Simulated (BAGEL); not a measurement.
**CH7BGe (SMILES C[BH][GeH3]): HF/def2-SVP (density fitting with cc-pvqz-jkfit)**

Aim: the vertical ionisation energy of CH7BGe at HF/def2-SVP (density fitting with cc-pvqz-jkfit), from 2 runs. 

Program for the calculation: BAGEL 1.2.2.

7 further runs of the same task are left out: 6 that didn't finish, 1 set aside as unsound or not needed.

## 1. The molecule

The species is CH7BGe (10 atoms), meant as a singlet with charge 0. As SMILES, `C[BH][GeH3]`. The coordinates come from a PBE0-D4/def2-TZVP relaxation.

Bond lengths: C1–B2 1.548 Å, B2–Ge3 2.066 Å, C1–H4 1.093 Å, C1–H5 1.106 Å, C1–H6 1.091 Å, B2–H7 1.200 Å, Ge3–H8 1.544 Å, Ge3–H9 1.542 Å, Ge3–H10 1.542 Å. Some angles: C1–B2–Ge3 123.5°, C1–B2–H7 119.3°, Ge3–B2–H7 117.1°, B2–C1–H4 114.7°, B2–C1–H5 102.9°, B2–C1–H6 116.2°, B2–Ge3–H8 109.4°, B2–Ge3–H9 113.8°, B2–Ge3–H10 112.1°, H4–C1–H5 105.3°.

## 2. The energy at HF/def2-SVP (density fitting with cc-pvqz-jkfit)

File calc.json:

```json
{ "bagel": [

{
  "title": "molecule",
  "basis": "svp",
  "df_basis": "cc-pvqz-jkfit",
  "angstrom": "true",
  "geometry": [
    { "atom": "C", "xyz": [      -1.211300,       0.848000,      -0.579700 ] },
    { "atom": "B", "xyz": [      -0.013900,      -0.123000,      -0.719700 ] },
    { "atom": "Ge", "xyz": [       1.111300,      -0.784600,       0.881600 ] },
    { "atom": "H", "xyz": [      -1.972600,       0.748500,      -1.357000 ] },
    { "atom": "H", "xyz": [      -0.747300,       1.837300,      -0.749600 ] },
    { "atom": "H", "xyz": [      -1.677100,       0.898700,       0.405800 ] },
    { "atom": "H", "xyz": [       0.326000,      -0.481700,      -1.813000 ] },
    { "atom": "H", "xyz": [       0.918400,      -2.307400,       1.048300 ] },
    { "atom": "H", "xyz": [       0.729200,      -0.128900,       2.224000 ] },
    { "atom": "H", "xyz": [       2.620500,      -0.558300,       0.662100 ] }
  ]
},

{ "title": "hf" },

{ "title": "print", "file": "orbitals.molden", "orbitals": "true" }

]}
```

On the command line:

```
$ BAGEL_NUM_THREADS=1 BAGEL calc.json > calc.out
```

Log:

```text
* using 1 threads per process

  ===============================================================
  ===============================================================

  *** Geometry ***

  { "atom" : "C", "xyz" : [     -2.289025,      1.602488,     -1.095474 ] },
  { "atom" : "B", "xyz" : [     -0.026267,     -0.232436,     -1.360036 ] },
  { "atom" : "Ge", "xyz" : [      2.100053,     -1.482679,      1.665983 ] },
  { "atom" : "H", "xyz" : [     -3.727674,      1.414460,     -2.564358 ] },
  { "atom" : "H", "xyz" : [     -1.412192,      3.471994,     -1.416539 ] },
  { "atom" : "H", "xyz" : [     -3.169260,      1.698297,      0.766851 ] },
  { "atom" : "H", "xyz" : [      0.616051,     -0.910281,     -3.426073 ] },
  { "atom" : "H", "xyz" : [      1.735524,     -4.360354,      1.981000 ] },
  { "atom" : "H", "xyz" : [      1.377988,     -0.243586,      4.202751 ] },
  { "atom" : "H", "xyz" : [      4.952027,     -1.055034,      1.251188 ] },

  Number of auxiliary basis functions:      787

  Since a DF basis is specified, we compute 2- and 3-index integrals:
    o Being stored without compression. Storage requirement is 0.057 GB

  Number of basis functions:       95
  Number of electrons      :       50

    * METHOD: MOLECULE                             0.98

  *** RHF ***

  === Nuclear Repulsion ===
   160.4913159198

      * DIIS with orbital gradients will be used.

  === RHF iteration (svp) ===
      0      -2141.54564461          0.01223827           0.20
      1      -2141.64159344          0.00501871           0.19
      2      -2141.65578935          0.00120279           0.18
      3      -2141.65711369          0.00016749           0.18
      4      -2141.65713541          0.00006785           0.18
      5      -2141.65713933          0.00001579           0.20
      6      -2141.65713957          0.00000504           0.19
      7      -2141.65713960          0.00000163           0.19
      8      -2141.65713961          0.00000075           0.19
      9      -2141.65713961          0.00000028           0.18
     10      -2141.65713961          0.00000009           0.18
     11      -2141.65713961          0.00000004           0.18
     12      -2141.65713961          0.00000002           0.20
     13      -2141.65713961          0.00000001           0.19
    * SCF iteration converged.

    * Permanent dipole moment:
           (    0.347160,    -0.307045,     0.275771) a.u.

    * METHOD: HF                                   3.09

    * METHOD: PRINT                                0.02

  ===============================================================
```

Run time: 4.5 s. Hardware: 1 thread of Intel Xeon Platinum 8259CL at 2.50GHz (Skylake/Cascade Lake), shared host; peak memory 0.2 GiB.

## 3. The doublet cation

File hf.json:

```json
{ "bagel": [

{
  "title": "molecule",
  "basis": "svp",
  "df_basis": "cc-pvqz-jkfit",
  "angstrom": true,
  "geometry": [
    { "atom": "C", "xyz": [      -1.211300,       0.848000,      -0.579700 ] },
    { "atom": "B", "xyz": [      -0.013900,      -0.123000,      -0.719700 ] },
    { "atom": "Ge", "xyz": [       1.111300,      -0.784600,       0.881600 ] },
    { "atom": "H", "xyz": [      -1.972600,       0.748500,      -1.357000 ] },
    { "atom": "H", "xyz": [      -0.747300,       1.837300,      -0.749600 ] },
    { "atom": "H", "xyz": [      -1.677100,       0.898700,       0.405800 ] },
    { "atom": "H", "xyz": [       0.326000,      -0.481700,      -1.813000 ] },
    { "atom": "H", "xyz": [       0.918400,      -2.307400,       1.048300 ] },
    { "atom": "H", "xyz": [       0.729200,      -0.128900,       2.224000 ] },
    { "atom": "H", "xyz": [       2.620500,      -0.558300,       0.662100 ] }
  ]
},

{
  "title": "uhf",
  "charge": 1,
  "nopen": 1
},

{
  "title": "print",
  "file": "orbitals.molden",
  "orbitals": true
}

]}
```

On the command line:

```
$ BAGEL_NUM_THREADS=1 BAGEL hf.json > hf.out
```

Log:

```text
* using 1 threads per process

  ===============================================================
  ===============================================================

  *** Geometry ***

  { "atom" : "C", "xyz" : [     -2.289025,      1.602488,     -1.095474 ] },
  { "atom" : "B", "xyz" : [     -0.026267,     -0.232436,     -1.360036 ] },
  { "atom" : "Ge", "xyz" : [      2.100053,     -1.482679,      1.665983 ] },
  { "atom" : "H", "xyz" : [     -3.727674,      1.414460,     -2.564358 ] },
  { "atom" : "H", "xyz" : [     -1.412192,      3.471994,     -1.416539 ] },
  { "atom" : "H", "xyz" : [     -3.169260,      1.698297,      0.766851 ] },
  { "atom" : "H", "xyz" : [      0.616051,     -0.910281,     -3.426073 ] },
  { "atom" : "H", "xyz" : [      1.735524,     -4.360354,      1.981000 ] },
  { "atom" : "H", "xyz" : [      1.377988,     -0.243586,      4.202751 ] },
  { "atom" : "H", "xyz" : [      4.952027,     -1.055034,      1.251188 ] },

  Number of auxiliary basis functions:      787

  Since a DF basis is specified, we compute 2- and 3-index integrals:
    o Being stored without compression. Storage requirement is 0.057 GB

  Number of basis functions:       95
  Number of electrons      :       50

    * METHOD: MOLECULE                             0.99

  *** Open-shell HF ***

  === Nuclear Repulsion ===
   160.4913159198

      * DIIS with orbital gradients will be used.

  === UHF iteration (svp) ===
      0      -2141.18701935          0.02245427           0.37
      1      -2141.28965030          0.00972627           0.36
      2      -2141.30417564          0.00435083           0.38
      3      -2141.30733757          0.00120897           0.36
      4      -2141.30819542          0.00050585           0.37
      5      -2141.30836715          0.00029963           0.37
      6      -2141.30852286          0.00013977           0.38
      7      -2141.30856784          0.00009391           0.37
      8      -2141.30860077          0.00004202           0.37
      9      -2141.30860604          0.00002127           0.37
     10      -2141.30860725          0.00001031           0.37
     11      -2141.30860751          0.00000597           0.39
     12      -2141.30860758          0.00000354           0.40
     13      -2141.30860761          0.00000193           0.37
     14      -2141.30860762          0.00000140           0.36
     15      -2141.30860762          0.00000084           0.36
     16      -2141.30860763          0.00000037           0.36
     17      -2141.30860763          0.00000025           0.36
     18      -2141.30860763          0.00000017           0.37
     19      -2141.30860763          0.00000011           0.37
     20      -2141.30860763          0.00000005           0.37
     21      -2141.30860763          0.00000003           0.44
     22      -2141.30860763          0.00000002           0.37
     23      -2141.30860763          0.00000001           0.37
     24      -2141.30860763          0.00000001           0.36
    * SCF iteration converged.

    * S^2 (UHF) is 0.7582

    * Permanent dipole moment:
           (    0.548177,    -0.393878,     0.803735) a.u.

    * METHOD: UHF                                  9.85

    * METHOD: PRINT                                0.02

  ===============================================================
```

Run time: 11 s. Hardware: 1 thread of Intel Xeon Platinum 8259CL at 2.50GHz (Skylake/Cascade Lake), shared host; peak memory 0.2 GiB.

## 4. Outcome

At HF/def2-SVP (density fitting with cc-pvqz-jkfit):

```
                                          quantity           value
                      singlet CH7BGe: total energy  -2141.65714 Eh
                     singlet CH7BGe: dipole moment          1.37 D
                       singlet CH7BGe: HOMO energy       -10.70 eV
                       singlet CH7BGe: LUMO energy         1.90 eV
                     singlet CH7BGe: HOMO–LUMO gap        12.60 eV
                      doublet cation: total energy  -2141.30861 Eh
                              doublet cation: ⟨S²⟩           0.758
vertical ionisation energy (to the doublet cation)        9.484 eV
```

What this shows: Removing an electron at fixed nuclei costs 9.48 eV (915 kJ/mol). The negative HOMO energy of the first species, 10.70 eV, lies 1.21 eV above that difference.
